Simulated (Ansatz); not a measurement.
**Au (fcc type): how the settings move a single-point run**

How sensitive is a single-point run of Au (fcc type) to its settings? A reference run comes first, then one run with altered input.

Program: Ansatz 0.2.0. Level of theory: reference: DFT, PBEsol, PAW with Ansatz's default frozen-core files, scalar-relativistic. These are calculated values, not measurements.

**1. The system as given**

It takes space group Fm-3m (No. 225, cubic). The conventional cell has a = 3.942 Å, b = 3.942 Å, c = 3.942 Å, α = 90.00°, β = 90.00°, γ = 90.00°. Au (site symmetry m-3m) is surrounded by 12 Au at 2.79 Å.

As a file:

```cif
data_structure
_symmetry_space_group_name_H-M 'P 1'
_symmetry_Int_Tables_number 1
_cell_length_a 2.7877
_cell_length_b 2.7877
_cell_length_c 2.7877
_cell_angle_alpha 60.000
_cell_angle_beta 60.000
_cell_angle_gamma 60.000
_cell_volume 15.32
loop_
_atom_site_label
_atom_site_type_symbol
_atom_site_fract_x
_atom_site_fract_y
_atom_site_fract_z
_atom_site_occupancy
Au1 Au 0.00000 0.00000 0.00000 1
```

**2. Reference**

Contents of input.yaml:

```yaml
crystal:
  lattice:
    - [0.0, 1.9711777732, 1.9711777732]
    - [1.9711777732, 0.0, 1.9711777732]
    - [1.9711777732, 1.9711777732, 0.0]
  atoms:
    - { symbol: Au, position: [0.0, 0.0, 0.0] }
kpoints:
  mp_grid: { grid: [16, 16, 16] }
scf:
  occupations: { method: fermi_dirac, width: 0.05 }
hamiltonian:
  xc: pbesol
  pseudopotentials: { kind: paw }
output:
  forces: true
  stress: true
  eigenvalues: true
  populations: true
```

Command:

```sh
> ansatz run input.yaml --threads 1 --pin off --max-ram 2048MiB --backend cpu --events-out ev --progress --plain --runs-dir out
```

**3. Changed: n_extra_bands 2**

input.yaml, as its differences from that of step 2:

```diff
@@ -11,2 +11,3 @@
   occupations: { method: fermi_dirac, width: 0.05 }
+  n_extra_bands: 2
 hamiltonian:
```

Before running it: what results should come out? Wanted: for each run, ending; energy change; pressure; gap; force.

**Answer**, as computed:

| run | ending | energy change | pressure (GPa) | gap (eV) | force (eV/Å) | cycles | time |
| --- | --- | --- | --- | --- | --- | --- | --- |
| reference | converged | 0 | 25.1 | 0.00 | 0.00 | 6 | 1.9 s |
| 1: n_extra_bands 2 | converged | 0.0 meV/atom | 25.1 | 0.00 | 0.00 | 6 | 1.7 s |

Residual by cycle in the longest SCF loop of each run; runs are numbered as in the table. The quantity is the density residual dr2, in eV.

```csv
cycle,reference,run 1
1,0.00536,0.00554
2,0.00109,0.00105
3,1.2e-5,9.3e-6
4,8.5e-8,9.0e-8
5,3.0e-9,2.3e-9
6,2.2e-11,5.2e-11
```

Energy and cycle count are those of the reference, so the change (band count) left the result and the number of cycles as they were. The structure is not at rest: the sound run finds 25 GPa, so these are no properties of the relaxed crystal. 
